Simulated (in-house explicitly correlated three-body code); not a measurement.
# Two electrons around a charge of +32.181: exact states and exact Kohn–Sham parts

System: two electrons around a charge of +32.181. A variational three-body run gives its energies and expectation values, then the exact Kohn–Sham parts of the ground state and the errors of common functionals.

Method: two electrons, non-relativistic, variational in exponentially correlated functions. Code: in-house explicitly correlated three-body code version 1.

### 1 Starting point

| Quantity | Value |
| --- | --- |
| charge of the centre | +32.181 |
| mass of the centre | infinite |
| interactions | Coulomb |
| basis | 260 functions exp(−a r1 − b r2 − g r12) a state, exponent ranges optimised |
| units | hartree and bohr; relativity and QED are left out |

### 2 Input and results

Settings:

```ini
Z = 32.181
interaction_strength = 1.0
functions = 260
states_tried = 13
```

Run with:

```sh
$ python run_hyl.py task.json out
```

The program writes no log. Results of the run, from its result record (rounded, main fields):

```text
{
  "status": "converged",
  "states [hartree, bohr]": [
    {"name": "1 1S", "E": -1015.66103234, "change": 5.4e-07, "T": 1015.6610306, "inv_r": 31.86850414, "inv_r12": 19.79860075, "r": 0.0471615951, "r2": 0.00297003093, "r12": 0.0689820866, "r12_2": 0.00596321748, "cos": -0.004138332, "p1p2": 4.1721774, "d1": 10390.14, "d12": 1248.0},
    {"name": "2 3S", "E": -641.2603070471, "change": 2.4e-08, "T": 641.26030694, "inv_r": 20.0191582, "inv_r12": 5.952446353, "r": 0.118156906, "r2": 0.0224303172, "r12": 0.197732301, "r12_2": 0.0448907554, "cos": -0.001448484, "p1p2": 0.33534942, "d1": 5932.648, "d12": 0.0},
    {"name": "2 3P", "E": -640.0698539148, "change": 1.1e-07, "T": 640.069853, "inv_r": 20.00025277, "inv_r12": 7.116561649, "r": 0.102940807, "r2": 0.0166719289, "r12": 0.170864703, "r12_2": 0.0344200886, "cos": -0.07655797, "p1p2": -76.236418, "d1": 5290.629, "d12": 0.0},
    {"name": "2 1S", "E": -639.9143529204, "change": 2.9e-07, "T": 639.9143458, "inv_r": 19.99721715, "inv_r12": 7.232191314, "r": 0.119058175, "r2": 0.0228419825, "r12": 0.196874101, "r12_2": 0.045738937, "cos": -0.002442394, "p1p2": 0.376607, "d1": 5921.868, "d12": 238.29},
    {"name": "2 1P", "E": -639.0538441707, "change": 1.7e-07, "T": 639.05384501, "inv_r": 19.98320332, "inv_r12": 8.0512427, "r": 0.103674295, "r2": 0.016950277, "r12": 0.164295457, "r12_2": 0.0329269581, "cos": 0.06994045, "p1p2": 75.573827, "d1": 5307.567, "d12": 74.929},
    {"name": "3 3S", "E": -572.3590436205, "change": 4.5e-08, "T": 572.35904369, "inv_r": 17.83147251, "inv_r12": 2.951146645, "r": 0.237736496, "r2": 0.105882711, "r12": 0.432271975, "r12_2": 0.211785108, "cos": -0.0005017777, "p1p2": 0.10032531, "d1": 5489.0, "d12": 0.0},
    {"name": "3 3P", "E": -572.0283285605, "change": 6.2e-08, "T": 572.02832832, "inv_r": 17.82618472, "inv_r12": 3.272243807, "r": 0.222951467, "r2": 0.0932844025, "r12": 0.403466986, "r12_2": 0.186762354, "cos": -0.01761471, "p1p2": -17.327057, "d1": 5300.868, "d12": 0.0},
    {"name": "3 1S", "E": -572.0045767226, "change": 2.9e-07, "T": 572.00457198, "inv_r": 17.82570504, "inv_r12": 3.288878929, "r": 0.239038166, "r2": 0.107180993, "r12": 0.434269928, "r12_2": 0.214387272, "cos": -0.0007820532, "p1p2": 0.12324547, "d1": 5486.665, "d12": 68.699},
    {"name": "3 1P", "E": -571.7554420458, "change": 2.1e-07, "T": 571.7554394, "inv_r": 17.82165451, "inv_r12": 3.526446264, "r": 0.223979769, "r2": 0.0942399452, "r12": 0.40386621, "r12_2": 0.188330789, "cos": 0.01606337, "p1p2": 17.578579, "d1": 5304.472, "d12": 23.623},
    {"name": "4 3S", "E": -548.4133358802, "change": 2.1e-07, "T": 548.41331476, "inv_r": 17.06850853, "inv_r12": 1.73669568, "r": 0.405423279, "r2": 0.329959571, "r12": 0.766135306, "r12_2": 0.65993165, "cos": -0.0002214266, "p1p2": 0.042464176, "d1": 5381.875, "d12": 0.0},
    {"name": "4 3P", "E": -548.2767828386, "change": 1.1e-07, "T": 548.27678339, "inv_r": 17.06631953, "inv_r12": 1.868891667, "r": 0.391059813, "r2": 0.308240505, "r12": 0.737701036, "r12_2": 0.616554556, "cos": -0.006852845, "p1p2": -6.7100984, "d1": 5302.859, "d12": 0.0},
    {"name": "4 1P", "E": -548.1654014659, "change": 3.2e-07, "T": 548.16539192, "inv_r": 17.06447559, "inv_r12": 1.972984242, "r": 0.392417429, "r2": 0.310524904, "r12": 0.739793316, "r12_2": 0.62100301, "cos": 0.006234097, "p1p2": 6.8549366, "d1": 5304.224, "d12": 10.145}
  ],
  "threshold [hartree]": -517.8083805,
  "transitions": [
    ["1 1S", "2 1P", 376.60719, 0.003181883],
    ["1 1S", "3 1P", 443.90559, 0.0005268207],
    ["1 1S", "4 1P", 467.49563, 0.0001846887],
    ["2 1S", "2 1P", 0.86050875, 0.02779919],
    ["2 1S", "3 1P", 68.158911, 0.009246325],
    ["2 1S", "4 1P", 91.748952, 0.001645624],
    ["3 1S", "2 1P", -67.049267, 0.0009945928],
    ["3 1S", "3 1P", 0.24913468, 0.1668179],
    ["3 1S", "4 1P", 23.839175, 0.02930756],
    ["2 3S", "2 3P", 1.1904531, 0.02735224],
    ["2 3S", "3 3P", 69.231978, 0.008967058],
    ["2 3S", "4 3P", 92.983524, 0.001608146],
    ["3 3S", "2 3P", -67.71081, 0.0009906684],
    ["3 3S", "3 3P", 0.33071506, 0.1651389],
    ["3 3S", "4 3P", 24.082261, 0.02859016],
    ["4 3S", "2 3P", -91.656518, 0.000161618],
    ["4 3S", "3 3P", -23.614993, 0.006690465],
    ["4 3S", "4 3P", 0.13655304, 0.5517746]
  ],
  "polarisability [au]": {
    "1 1S": {"alpha": 8.779363e-06, "c6": 2.49805e-08, "f_sum": 2.0},
    "2 1S": {"alpha": 0.02166247, "c6": 0.000307222, "f_sum": 2.00001},
    "2 3S": {"alpha": 0.01543807, "c6": 0.00021689, "f_sum": 2.000131}
  },
  "kohn_sham [hartree]": {"Ts": 1015.61496, "hartree": 39.7819258, "Ex": -19.8909629, "Tc": 0.046072023, "Uc": -0.0923621618, "Ec": -0.0462901388, "norm": 1.99999986},
  "hartree_fock [hartree]": [-1015.6146724, -497.861827]
}
```

«change» is the move of the energy from 170 to 260 functions; states that moved too far are left out. d1 and d12 are the expectation values of δ(r1) and δ(r12).

It took 73 s on 1 thread of Arm Neoverse N1, shared host.

### 3 Levels

Binding counts from the one-electron threshold at -517.808380 hartree:

| state | binding (eV) | excitation (eV) | quantum defect | ⟨r⟩ | ⟨r12⟩ (bohr) | ⟨cos θ12⟩ |
| --- | --- | --- | --- | --- | --- | --- |
| 1 ¹S | 13547.3 | 0 | 0.012 | 0.04716 | 0.06898 | -0.0041 |
| 2 ³S | 3359.30 | 10188.0 | 0.016 | 0.1182 | 0.1977 | -0.0014 |
| 2 ³P | 3326.90 | 10220.4 | 0.006 | 0.1029 | 0.1709 | -0.0766 |
| 2 ¹S | 3322.67 | 10224.6 | 0.005 | 0.1191 | 0.1969 | -0.0024 |
| 2 ¹P | 3299.26 | 10248.0 | -0.002 | 0.1037 | 0.1643 | 0.0699 |
| 3 ³S | 1484.40 | 12062.9 | 0.015 | 0.2377 | 0.4323 | -0.0005 |
| 3 ³P | 1475.40 | 12071.9 | 0.006 | 0.2230 | 0.4035 | -0.0176 |
| 3 ¹S | 1474.75 | 12072.5 | 0.005 | 0.2390 | 0.4343 | -0.0008 |
| 3 ¹P | 1467.97 | 12079.3 | -0.002 | 0.2240 | 0.4039 | 0.0161 |
| 4 ³S | 832.803 | 12714.5 | 0.015 | 0.4054 | 0.7661 | -0.0002 |
| 4 ³P | 829.087 | 12718.2 | 0.006 | 0.3911 | 0.7377 | -0.0069 |
| 4 ¹P | 826.057 | 12721.2 | -0.002 | 0.3924 | 0.7398 | 0.0062 |

### 4 Electric-dipole lines

Oscillator strengths from the S state (negative where P lies lower) and rates of the upper state's decay:

| S | P | E(P) − E(S) (eV) | f | rate (1/s) |
| --- | --- | --- | --- | --- |
| 1 ¹S | 2 ¹P | 10248 | 0.7989 | 1.214e+15 |
| 1 ¹S | 3 ¹P | 12079 | 0.1559 | 3.290e+14 |
| 1 ¹S | 4 ¹P | 12721 | 0.05756 | 1.347e+14 |
| 2 ¹S | 2 ¹P | 23.416 | 0.01595 | 1.265e+08 |
| 2 ¹S | 3 ¹P | 1854.7 | 0.4201 | 2.090e+13 |
| 2 ¹S | 4 ¹P | 2496.6 | 0.1007 | 9.075e+12 |
| 3 ¹S | 2 ¹P | -1824.5 | -0.04446 | 6.422e+12 |
| 3 ¹S | 3 ¹P | 6.7793 | 0.02771 | 1.842e+07 |
| 3 ¹S | 4 ¹P | 648.70 | 0.4658 | 2.835e+12 |
| 2 ³S | 2 ³P | 32.394 | 0.02171 | 3.295e+08 |
| 2 ³S | 3 ³P | 1883.9 | 0.4139 | 2.125e+13 |
| 2 ³S | 4 ³P | 2530.2 | 0.09969 | 9.231e+12 |
| 3 ³S | 2 ³P | -1842.5 | -0.04472 | 6.588e+12 |
| 3 ³S | 3 ³P | 8.9992 | 0.03641 | 4.265e+07 |
| 3 ³S | 4 ³P | 655.31 | 0.4590 | 2.851e+12 |
| 4 ³S | 2 ³P | -2494.1 | -0.009876 | 2.666e+12 |
| 4 ³S | 3 ³P | -642.60 | -0.1053 | 1.887e+12 |
| 4 ³S | 4 ³P | 3.7158 | 0.05023 | 1.003e+07 |

### 5 The exact density, inverted

With two electrons in one orbital the density fixes the Kohn–Sham potential directly; exchange is minus half the Hartree term. On a radial grid:

| r (bohr) | 4πr²n | v_x | pair density 4πr12²h | Coulomb hole |
| --- | --- | --- | --- | --- |
| 0.00124 | 0.3707 | -31.84 | 0.02412 | -7.32e-04 |
| 0.00166 | 0.6467 | -31.81 | 0.04320 | -0.00129 |
| 0.00223 | 1.125 | -31.77 | 0.07789 | -0.00229 |
| 0.00298 | 1.914 | -31.69 | 0.1388 | -0.00398 |
| 0.004 | 3.230 | -31.56 | 0.2491 | -0.00691 |
| 0.00535 | 5.298 | -31.34 | 0.4425 | -0.0117 |
| 0.00717 | 8.466 | -30.98 | 0.7842 | -0.0195 |
| 0.0096 | 12.98 | -30.38 | 1.372 | -0.0314 |
| 0.0129 | 18.97 | -29.43 | 2.373 | -0.0482 |
| 0.0172 | 25.60 | -28.05 | 3.921 | -0.0675 |
| 0.0231 | 31.65 | -26.03 | 6.232 | -0.0838 |
| 0.0309 | 34.40 | -23.38 | 9.083 | -0.0834 |
| 0.0413 | 31.66 | -20.16 | 11.71 | -0.0532 |
| 0.0554 | 23.21 | -16.58 | 12.60 | 0.00195 |
| 0.0741 | 12.66 | -13.09 | 10.42 | 0.0436 |
| 0.0993 | 4.597 | -9.994 | 5.940 | 0.0397 |
| 0.133 | 0.9754 | -7.510 | 2.026 | 0.0129 |
| 0.178 | 0.1013 | -5.617 | 0.3441 | 5.58e-04 |

The last two columns are read against r12, and the hole is the exact less the Kohn–Sham pair density.

### 6 Functionals against the exact answer

Errors in millihartree. The functional-driven error is that on the exact density; the rest comes from the functional's own density. Hybrids were run self-consistently alone, so they have no split; a dash in a self-consistent column means that the top level came out unbound:

| functional | exchange | correlation | functional-driven | density-driven | total, self-consistent | top level + binding (eV) |
| --- | --- | --- | --- | --- | --- | --- |
| LDA VWN5 | +2826.6 | -225.1 | +2601.5 | -2.8 | +2598.7 | +226.64 |
| LDA PW92 | +2826.6 | -224.3 | +2602.3 | -2.8 | +2599.5 | +226.65 |
| PBE | +409.4 | -2.0 | +407.4 | -1.5 | +405.9 | +201.94 |
| PBEsol | +1254.6 | -16.8 | +1237.8 | -1.5 | +1236.4 | +212.31 |
| BLYP | +167.2 | -3.6 | +163.6 | -1.2 | +162.4 | +199.24 |
| RPBE | +75.0 | -2.0 | +73.1 | -1.5 | +71.5 | +199.33 |
| PW91 | +350.1 | -25.7 | +324.4 | -1.5 | +322.9 | +200.12 |
| BP86 | +167.2 | -150.0 | +17.2 | -1.1 | +16.0 | +197.97 |
| OLYP | +116.2 | -3.6 | +112.6 | -1.0 | +111.6 | +198.92 |
| AM05 | +2188.4 | -189.5 | +1998.9 | -1.9 | +1997.0 | +222.41 |
| TPSS | -3.5 | -3.0 | -6.5 | -0.3 | -6.8 | +185.58 |
| revTPSS | -2.7 | -4.8 | -7.5 | -0.2 | -7.7 | +182.78 |
| SCAN | -3.8 | +0.8 | -3.0 | -0.2 | -3.3 | +178.00 |
| r2SCAN | -3.8 | +0.8 | -3.0 | -0.2 | -3.3 | +178.00 |
| M06-L | -225.2 | -29.7 | -254.9 | -2.3 | -257.2 | +176.62 |
| PBE0 | – | – | – | – | +304.3 | +151.17 |
| B3LYP (VWN-RPA) | – | – | – | – | +291.4 | +160.88 |
| HSE06 | – | – | – | – | +282.5 | +151.45 |
| ωB97X | – | – | – | – | -785.2 | +160.17 |
| r2SCAN0 | – | – | – | – | -2.2 | +133.28 |

### 7 What came out

```
                          quantity                                    value
               ground-state energy                   -1015.66103234 hartree
    binding of the second electron                                 13547 eV
                  ⟨r12⟩, ⟨cos θ12⟩                    0.06898 bohr, -0.0041
          resonance line 1 ¹S–2 ¹P                     10248 eV, f = 0.7989
polarisability of the ground state                         8.7794e-06 bohr³
            Ts, Ex, Ec (Kohn–Sham)  1015.61496, -19.89096, -0.04629 hartree
           exact less Hartree–Fock                         -0.04636 hartree
```

What this shows: The second electron is bound by 13550 eV, and the mean cosine of -0.004 shows the electrons leaning only slightly to opposite sides. The virial ratio −T/E is 1.0000000, where an exact Coulomb state gives 1. Exchange puts 2 ³S 36.6 eV under 2 ¹S. On the exact density SCAN errs least (-3.0 millihartree) and LDA PW92 most (+2602.3). Self-consistent top levels of the semilocal functionals lie +176.6 to +226.7 eV from minus the binding energy, the exact Kohn–Sham level. For so high a charge relativity is large, so this is a model system.
